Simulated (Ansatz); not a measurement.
**C₂H₅GeN: small, medium and large basis sets**

Aim: see how fast density functionals converge with the basis set for C₂H₅GeN.

Computed with Ansatz 0.2.0, Gaussian basis. Level: one geometry, several basis sets.

Levels to be run: PBE0-D4/def2-SVP; ωB97M-V/def2-SVP; PBE0-D4/def2-QZVPP; ωB97M-V/def2-QZVPP; the functionals' def2-TZVPP values are taken from earlier runs.

### Step 1. Structure used throughout

An earlier PBE0-D4 in a triple-zeta def2 set relaxation fixed the geometry.

SMILES `NC#[C][GeH3]`, 9 atoms, charge 0, spin multiplicity 1.

Atoms are counted from 1 here; the program's logs count them from 0.

Bond lengths: N1–C2 1.339 Å, N1–H5 1.009 Å, N1–H6 1.009 Å, C2–C3 1.211 Å, C3–Ge4 1.883 Å, Ge4–H7 1.537 Å, Ge4–H8 1.537 Å, Ge4–H9 1.536 Å. Angles: C2–N1–H5 115.7°, C2–N1–H6 115.7°, H5–N1–H6 112.9°, N1–C2–C3 177.5°, C2–C3–Ge4 179.7°, C3–Ge4–H7 109.7°, C3–Ge4–H8 110.5°, C3–Ge4–H9 108.8°, H7–Ge4–H8 109.1°, H7–Ge4–H9 109.5°, H8–Ge4–H9 109.3°.

### Step 2. PBE0-D4 in def2-SVP

Contents of in.yaml:

```yaml
crystal:
  periodic: [false, false, false]
  atoms:
    - {symbol: N, position_ang: [0.628184, 2.128303, -1.094741]}
    - {symbol: C, position_ang: [0.294948, 0.972876, -0.506393]}
    - {symbol: C, position_ang: [0.044498, -0.080391, 0.035898]}
    - {symbol: Ge, position_ang: [-0.338836, -1.715996, 0.887467]}
    - {symbol: H, position_ang: [0.481211, 2.169447, -2.091777]}
    - {symbol: H, position_ang: [0.324851, 2.964492, -0.619170]}
    - {symbol: H, position_ang: [-1.360781, -2.505407, 0.054482]}
    - {symbol: H, position_ang: [0.940142, -2.554523, 1.040483]}
    - {symbol: H, position_ang: [-0.925616, -1.425102, 2.276651]}
basis:
  gaussian: {orbitals: def2-SVP}
hamiltonian: {xc: pbe0, dispersion: d4}
output: {orbitals: {seedname: orbitals}}
```

Run with:

```console
> ansatz run in.yaml --threads 2 --pin off --events-out ev --progress --plain --max-ram 4352MiB
```

Log:

```text
Functional definition: PBE0
  name "PBE0"
  cite "Adamo & Barone, J. Chem. Phys. 110, 6158 (1999) doi:10.1063/1.478522"
  cite "Perdew, Burke & Ernzerhof, Phys. Rev. Lett. 77, 3865 (1996) doi:10.1103/PhysRevLett.77.3865"
  parent pbe
  parameter a = 0.25
  parameter kappa = 0.804
  parameter beta = 0.06672455060314922
  exchange = (1 - a)*pbe_x(kappa = kappa, mu = beta*pi^2/3) + a*exact_x
  correlation = pbe_c(beta = beta)
1009 factors; integrals over basis functions are off by at most 1.4e-3 eV
mean field evaluation 1: about -60135.0997 eV, gradient 4.7e1 eV
mean field evaluation 2: about -60134.3556 eV, gradient 5.0e1 eV
mean field evaluation 4: about -60140.1808 eV, gradient 4.4e0 eV
mean field evaluation 8: about -60140.3301 eV, gradient 2.8e-1 eV
mean field evaluation 16: about -60140.3302 eV, gradient 2.1e-5 eV
mean field -60140.33023043 eV, -2210.1163713884 hartree, gradient 2.1e-5 eV, S^2 0.000000; 0 other end points of the search recorded, 0 dependent functions left out
reference -60140.33025801 eV, -2210.1163724020 hartree; 28, 28 occupied and 71, 71 virtual orbitals, 1009 factors
Total energy: -60140.45588622 eV, -2210.1209891534 hartree
```

It took 1.6 s on 2 threads of Arm Neoverse V1, shared host.

### Step 3. ωB97M-V in def2-SVP

in.yaml, as its differences from that of step 2:

```diff
@@ -14,3 +14,3 @@
   gaussian: {orbitals: def2-SVP}
-hamiltonian: {xc: pbe0, dispersion: d4}
+hamiltonian: {xc: {name: wB97M-V}}
 output: {orbitals: {seedname: orbitals}}
```

Same command.

Log:

```text
Functional definition: wB97M-V
  name "wB97M-V"
  cite "Mardirossian & Head-Gordon, J. Chem. Phys. 144, 214110 (2016) doi:10.1063/1.4952647"
  cite "Becke, J. Chem. Phys. 107, 8554 (1997) doi:10.1063/1.475007"
  cite "Vydrov & Van Voorhis, J. Chem. Phys. 133, 244103 (2010) doi:10.1063/1.3521275"
  # Of w^i u^j: cxij and so on, Table III.
  parameter omega = 0.3/bohr
  parameter cx = 0.15
  parameter cx01 = 1.007
  parameter cx10 = 0.259
  parameter css00 = 0.443
  parameter css04 = -1.437
  parameter css10 = -4.535
  parameter css20 = -3.390
  parameter css43 = 4.278
  parameter cos00 = 1.000
  parameter cos10 = 1.358
  parameter cos20 = 2.924
  parameter cos21 = -8.812
  parameter cos60 = -1.390
  parameter cos61 = 9.142
  parameter b = 6.0
  parameter c = 0.01
  gx(w, u) = 1 - cx + cx01*u + cx10*w
  gss(w, u) = css00 + css04*u^4 + css10*w + css20*w^2 + css43*w^4*u^3
  gos(w, u) = cos00 + cos10*w + (cos20 + cos21*u)*w^2 + (cos60 + cos61*u)*w^6
  exchange = spin_sum(e_x_unif_sr(omega)*gx(b97_w, b97_u_x)) + cx*exact_x_sr(omega) + exact_x_lr(omega)
  correlation = spin_sum(e_c_pw_mod_same_spin*gss(b97_w, b97_u_same))
      + integral(e_c_pw_mod_opposite_spin*gos(b97_w_opposite, b97_u_opposite)) + vv10(b, c)
1009 factors; integrals over basis functions are off by at most 1.4e-3 eV
269 factors; integrals over basis functions are off by at most 8.2e-6 eV
mean field evaluation 1: about -60143.5071 eV, gradient 3.9e1 eV
mean field evaluation 2: about -60145.2747 eV, gradient 2.8e1 eV
mean field evaluation 4: about -60146.8567 eV, gradient 2.0e0 eV
mean field evaluation 8: about -60146.9283 eV, gradient 1.4e-1 eV
mean field evaluation 16: about -60146.9284 eV, gradient 6.3e-5 eV
mean field -60146.92843357 eV, -2210.3588508812 hartree, gradient 1.2e-5 eV, S^2 0.000000; 0 other end points of the search recorded, 0 dependent functions left out
reference -60146.92847661 eV, -2210.3588524629 hartree; 28, 28 occupied and 71, 71 virtual orbitals, 1009 factors
Total energy: -60146.92847661 eV, -2210.3588524629 hartree
```

Wall time 6.5 s (2 threads of Arm Neoverse V1, shared host).

### Step 4. PBE0-D4 in def2-QZVPP

in.yaml, as its differences from that of step 3:

```diff
@@ -13,4 +13,4 @@
 basis:
-  gaussian: {orbitals: def2-SVP}
-hamiltonian: {xc: {name: wB97M-V}}
+  gaussian: {orbitals: "def2-QZVPP.json"}
+hamiltonian: {xc: pbe0, dispersion: d4}
 output: {orbitals: {seedname: orbitals}}
```

The command is unchanged.

Log:

```text
Functional definition: PBE0
  name "PBE0"
  cite "Adamo & Barone, J. Chem. Phys. 110, 6158 (1999) doi:10.1063/1.478522"
  cite "Perdew, Burke & Ernzerhof, Phys. Rev. Lett. 77, 3865 (1996) doi:10.1103/PhysRevLett.77.3865"
  parent pbe
  parameter a = 0.25
  parameter kappa = 0.804
  parameter beta = 0.06672455060314922
  exchange = (1 - a)*pbe_x(kappa = kappa, mu = beta*pi^2/3) + a*exact_x
  correlation = pbe_c(beta = beta)
1383 factors; their error is unknown
mean field evaluation 1: about -60145.4210 eV, gradient 6.0e1 eV
mean field evaluation 2: about -60141.8752 eV, gradient 7.0e1 eV
mean field evaluation 4: about -60152.7705 eV, gradient 5.5e0 eV
mean field evaluation 8: about -60152.9752 eV, gradient 4.6e-1 eV
mean field evaluation 16: about -60152.9753 eV, gradient 1.4e-5 eV
mean field -60152.97527241 eV, -2210.5810681102 hartree, gradient 1.4e-5 eV, S^2 0.000000; 0 other end points of the search recorded, 0 dependent functions left out
reference -60152.97531154 eV, -2210.5810695482 hartree; 28, 28 occupied and 382, 382 virtual orbitals, 1383 factors
Total energy: -60153.10093975 eV, -2210.5856862996 hartree
```

It took 11 s on 2 threads of Arm Neoverse V1, shared host; peak memory 1.1 GiB.

### Step 5. ωB97M-V in def2-QZVPP

in.yaml, as its differences from that of step 4:

```diff
@@ -14,3 +14,3 @@
   gaussian: {orbitals: "def2-QZVPP.json"}
-hamiltonian: {xc: pbe0, dispersion: d4}
+hamiltonian: {xc: {name: wB97M-V}}
 output: {orbitals: {seedname: orbitals}}
```

Launched as before.

Log:

```text
Functional definition: wB97M-V
  name "wB97M-V"
  cite "Mardirossian & Head-Gordon, J. Chem. Phys. 144, 214110 (2016) doi:10.1063/1.4952647"
  cite "Becke, J. Chem. Phys. 107, 8554 (1997) doi:10.1063/1.475007"
  cite "Vydrov & Van Voorhis, J. Chem. Phys. 133, 244103 (2010) doi:10.1063/1.3521275"
  # Of w^i u^j: cxij and so on, Table III.
  parameter omega = 0.3/bohr
  parameter cx = 0.15
  parameter cx01 = 1.007
  parameter cx10 = 0.259
  parameter css00 = 0.443
  parameter css04 = -1.437
  parameter css10 = -4.535
  parameter css20 = -3.390
  parameter css43 = 4.278
  parameter cos00 = 1.000
  parameter cos10 = 1.358
  parameter cos20 = 2.924
  parameter cos21 = -8.812
  parameter cos60 = -1.390
  parameter cos61 = 9.142
  parameter b = 6.0
  parameter c = 0.01
  gx(w, u) = 1 - cx + cx01*u + cx10*w
  gss(w, u) = css00 + css04*u^4 + css10*w + css20*w^2 + css43*w^4*u^3
  gos(w, u) = cos00 + cos10*w + (cos20 + cos21*u)*w^2 + (cos60 + cos61*u)*w^6
  exchange = spin_sum(e_x_unif_sr(omega)*gx(b97_w, b97_u_x)) + cx*exact_x_sr(omega) + exact_x_lr(omega)
  correlation = spin_sum(e_c_pw_mod_same_spin*gss(b97_w, b97_u_same))
      + integral(e_c_pw_mod_opposite_spin*gos(b97_w_opposite, b97_u_opposite)) + vv10(b, c)
1371 factors; their error is unknown
328 factors; integrals over basis functions are off by at most 1.2e-5 eV
mean field evaluation 1: about -60154.7456 eV, gradient 5.0e1 eV
mean field evaluation 2: about -60156.9167 eV, gradient 3.9e1 eV
mean field evaluation 4: about -60159.5946 eV, gradient 2.2e0 eV
mean field evaluation 8: about -60159.6026 eV, gradient 1.2e-1 eV
mean field evaluation 16: about -60159.6842 eV, gradient 3.9e-4 eV
mean field -60159.68417038 eV, -2210.8276155630 hartree, gradient 2.4e-5 eV, S^2 0.000000; 0 other end points of the search recorded, 0 dependent functions left out
reference -60159.68423239 eV, -2210.8276178417 hartree; 28, 28 occupied and 382, 382 virtual orbitals, 1371 factors
Total energy: -60159.68423239 eV, -2210.8276178417 hartree
```

Run time: 26 s. Hardware: 2 threads of Arm Neoverse V1, shared host; peak memory 1.3 GiB.

### Step 6. Functionals by basis

The def2-TZVPP values come from earlier runs at the same geometry.

| functional | basis | functions | energy (eV) | from the largest (eV) | HOMO (eV) | LUMO (eV) |
| --- | --- | --- | --- | --- | --- | --- |
| PBE0-D4 | def2-SVP | 99 | -60140.4559 | 12.645 | -6.36 | 0.66 |
| PBE0-D4 | def2-TZVPP | 211 | -60151.6733 | 1.428 | -6.50 | 0.52 |
| PBE0-D4 | def2-QZVPP | 410 | -60153.1009 | 0.000 | -6.53 | 0.22 |
| ωB97M-V | def2-SVP | 99 | -60146.9285 | 12.756 | -8.52 | 2.71 |
| ωB97M-V | def2-TZVPP | 211 | -60158.3042 | 1.380 | -8.68 | 2.11 |
| ωB97M-V | def2-QZVPP | 410 | -60159.6842 | 0.000 | -8.71 | 1.33 |

### Step 7. Summary of results

| quantity | value |
| --- | --- |
| PBE0-D4: double and triple zeta above quadruple | 12.65, 1.43 eV |
| ωB97M-V: double and triple zeta above quadruple | 12.76, 1.38 eV |

For PBE0-D4 the step from double to triple zeta gains 11.22 eV and the next only 1.43 eV. Total energies overstate the basis error of differences, where much of it tends to cancel. The LUMO of ωB97M-V is positive and keeps falling with the basis (2.71 to 1.33 eV): an unbound level that the basis holds in place.

For PBE0-D4 the largest set took about 6 times as long as the smallest (11 s against 1.6 s).
